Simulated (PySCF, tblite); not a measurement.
# C6H7OPSi: geometry, infrared bands and NMR shifts

Wanted: the infrared bands and NMR shifts of C6H7OPSi (`O=Cc1cpcc([SiH3])c1`), by calculation.

Programs: tblite 0.8.0 and PySCF 2.14.0, with density-fitted response routines of our own. Each step states its level of theory. These are calculated values for one molecule in the gas phase, unless marked as measured. Atoms count from 0, in the outputs and in this text.

### 1 The molecule as given

16 atoms, charge 0, multiplicity 1; geometry from: force field or distance geometry start.

Bonds of the start (Å): O0–C1 1.26, C1–C2 1.49, C2–C3 1.38, C3–P4 1.75, P4–C5 1.75, C5–C6 1.37, C6–Si7 1.86, C6–C8 1.36, C8–C2 1.35, C1–H9 1.10, C3–H10 1.08, C5–H11 1.08, Si7–H12 1.45, Si7–H13 1.45, Si7–H14 1.46, C8–H15 1.09.

### 2 Relaxing the molecule with GFN2-xTB

Job settings and geometry (Å):

```
{"job": {"kind": "relax", "xc": "GFN2-xTB", "basis": "xTB"}, "charge": 0, "multiplicity": 1}
O     -2.411200    -2.054500    -0.766800
C     -2.602700    -0.882100    -0.334500
C     -1.453400     0.001800     0.007200
C     -1.804400     1.255100     0.466700
P     -0.448400     2.288600     0.866500
C      1.062200     1.476300     0.538500
C      0.965200     0.194500     0.052800
Si     2.580000    -0.675600    -0.279900
C     -0.202900    -0.469100    -0.182000
H     -3.623600    -0.509600    -0.170200
H     -2.823800     1.588300     0.610200
H      1.998900     1.974700     0.725200
H      2.465500    -1.263800    -1.601900
H      3.699000     0.244300    -0.167600
H      2.706600    -1.667100     0.784300
H     -0.114800    -1.492900    -0.559800
```

Command:

```bash
$ OMP_NUM_THREADS=1 python probes_run.py task.json out
```

The driver reads the jobs from task.json and runs them one after another.

**Question.** This job is followed by: GFN2-xTB harmonic vibrations, gas phase; GIAO PBE0/pcSseg-1 NMR shielding, non-relativistic, gas phase. Predict these results of the whole session: strongest single infrared mode (GFN2-xTB); zero-point energy (GFN2-xTB); 13C shifts against TMS (PBE0/pcSseg-1); 1H shifts against TMS (PBE0/pcSseg-1, means over atoms taken as alike); 17O shifts against H2O (PBE0/pcSseg-1); 31P shifts against H3PO4 (PBE0/pcSseg-1); 29Si shifts against TMS (PBE0/pcSseg-1); surface potential, 1st and 99th percentile.

The runs gave:

| quantity | value |
| --- | --- |
| strongest single infrared mode (GFN2-xTB) | 783 cm⁻¹, 446 km/mol |
| zero-point energy (GFN2-xTB) | 65.0 kcal/mol |
| 13C shifts against TMS (PBE0/pcSseg-1) | 198.4, 179.6, 172.3, 144.2, 140.8, 140.1 ppm |
| 1H shifts against TMS (PBE0/pcSseg-1, means over atoms taken as alike) | 10.24, 9.76, 9.56, 8.84, 4.72 ppm |
| 17O shifts against H2O (PBE0/pcSseg-1) | 674.1 ppm |
| 31P shifts against H3PO4 (PBE0/pcSseg-1) | 231.2 ppm |
| 29Si shifts against TMS (PBE0/pcSseg-1) | -61.9 ppm |
| surface potential, 1st and 99th percentile | -1.46 V and 1.26 V |

**Reading.** Over 41 steps the energy fell by 0.656 eV; of the close pairs, O0–C1 changed most, 1.264 to 1.204 Å. The lowest mode is slightly imaginary (17i cm⁻¹), a soft motion within the noise of the Hessian, so the minimum is not strictly shown. The strongest single mode, at 783 cm⁻¹, is spread over several atoms, H13, H12, H14 among them. Unscaled tight-binding wavenumbers are off by several per cent, some by more. Its intensities can rank the bands wrongly. C1 (aldehyde carbonyl carbon) lies farthest downfield among carbon, at 198.4 ppm; the double bond to the heteroatom, with no lone-pair donor beside it, deshields it most. H9 (hydrogen on an aldehyde carbonyl carbon) lies farthest downfield among hydrogen, at 10.24 ppm; the formyl region, downfield of aromatic protons. At PBE0/pcSseg-1: Shielding is most anisotropic at O0 (span 1344 ppm, paramagnetic term -741 ppm). NICS(1)zz of -26 ppm above the planar ring from C2 marks a diatropic (aromatic) ring current. At PBE0/pcSseg-1, counted by nearest atom on the grid, the HOMO lies on P4 36 %; C8 22 %, the LUMO on C1, C5, C8 about 15 % each; O0 13 %.
